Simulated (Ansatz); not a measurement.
Run this with Ansatz 0.2.0 through its Python package and show what comes out.

The script reads `tial_pm_3m.vasp`:
```text
TiAl
1.0
   3.01800000    0.00000000    0.00000000
   0.00000000    3.01800000    0.00000000
   0.00000000    0.00000000    3.01800000
Ti Al
1 1
Direct
   0.50000000    0.50000000    0.50000000
   0.00000000    0.00000000    0.00000000
```

The script reads `tial_p4_mmm.vasp`:
```text
TiAl
1.0
   2.83730000    0.00000000    0.00000000
   0.00000000    2.83730000    0.00000000
   0.00000000    0.00000000    4.05910000
Ti Al
1 1
Direct
   0.00000000    0.00000000    0.00000000
   0.50000000    0.50000000    0.50000000
```

The script, `transition_tial.py`:
```python
import logging
import sys
import warnings

import ansatz as az
from ase.io import read
import numpy as np
from tabulate import tabulate

logging.basicConfig(stream=sys.stdout, format="%(name)s: %(message)s")
logger = logging.getLogger("ansatz_job")
logger.setLevel(logging.INFO)


def run_phase(name, crystal, pressure=0.0):
    calc = (
        crystal.calculation()
        .functional("r2scan")
        .basis(630)
        .scf(tolerance=1e-07, max_iterations=200)
        .kpoints(spacing=0.39)
        .occupations("fermi_dirac", width=0.1)
    )
    calc = calc.relax(force_tolerance=0.03, max_steps=60, cell=True, pressure=pressure)
    return calc.run()


def volume_per_atom(outcome):
    return abs(np.linalg.det(outcome.lattice.cell_ang)) / len(outcome.lattice.sites)


def main() -> None:
    warnings.simplefilter("ignore", az.DeckWarning)

    phases = {}
    atoms = read("tial_pm_3m.vasp", format="vasp")
    pm_3m = az.Crystal.from_ase(atoms)
    phases["Pm-3m"] = pm_3m
    atoms = read("tial_p4_mmm.vasp", format="vasp")
    p4_mmm = az.Crystal.from_ase(atoms)
    phases["P4/mmm"] = p4_mmm

    pressures = [0, 20, 40, 60]
    enthalpy, volume = {name: [] for name in phases}, {name: [] for name in phases}
    for p in pressures:
        for name, crystal in phases.items():
            o = run_phase(name, crystal, pressure=p)
            volume[name].append(volume_per_atom(o))
            enthalpy[name].append(o.report["energy_sigma0_ev"] / len(o.lattice.sites) + p * volume[name][-1] / 160.21766)
    gap = np.array(enthalpy["P4/mmm"]) - np.array(enthalpy["Pm-3m"])
    rows = [(p, va, vb, 1000 * d) for p, va, vb, d in zip(pressures, volume["Pm-3m"], volume["P4/mmm"], gap)]
    print(tabulate(rows, headers=["P (GPa)", "V Pm-3m (A^3/atom)", "V P4/mmm (A^3/atom)", "H(P4/mmm) - H(Pm-3m) (meV/atom)"], floatfmt=".4f", tablefmt="psql"))
    crossings = [p0 - g0 * (p1 - p0) / (g1 - g0) for p0, p1, g0, g1 in zip(pressures, pressures[1:], gap, gap[1:]) if g0 * g1 < 0]
    print("crossing near", [round(float(p), 1) for p in crossings], "GPa") if crossings else print("no crossing in this range")


if __name__ == "__main__":
    main()
```

```console
$ python transition_tial.py
+-----------+----------------------+-----------------------+-----------------------------------+
|   P (GPa) |   V Pm-3m (A^3/atom) |   V P4/mmm (A^3/atom) |   H(P4/mmm) - H(Pm-3m) (meV/atom) |
|-----------+----------------------+-----------------------+-----------------------------------|
|         0 |              15.9493 |               16.0973 |                         -137.6598 |
|        20 |              14.0155 |               14.1452 |                         -119.5918 |
|        40 |              12.8209 |               12.9213 |                         -104.2796 |
|        60 |              11.9631 |               12.0287 |                          -94.1363 |
+-----------+----------------------+-----------------------+-----------------------------------+
no crossing in this range
```

These settings explore the input space; cutoff and mesh may be short of convergence. At a fixed pressure a relaxation lowers the enthalpy F + PV, while F alone can rise. For the metals among these phases the mesh is modest: differences between phases can be off by up to 40 meV an atom. The program warned that this SCF threshold is loose for forces or stresses. Of the deposited cell: it was measured well above room temperature. The cells come from databases of deposited and of computed structures, and not all need be stable phases. Only these two structures are compared, at zero temperature and with their symmetry kept; either may be hypothetical, and another phase may be lower than both. Differences under about 40 meV an atom lie within the error of mesh and functional. The script silences the warnings on its input, which a real study should read. Wall time of the script: 110 s on 1 thread of Arm Neoverse V1, with other jobs on the host, peak memory 0.46 GiB.
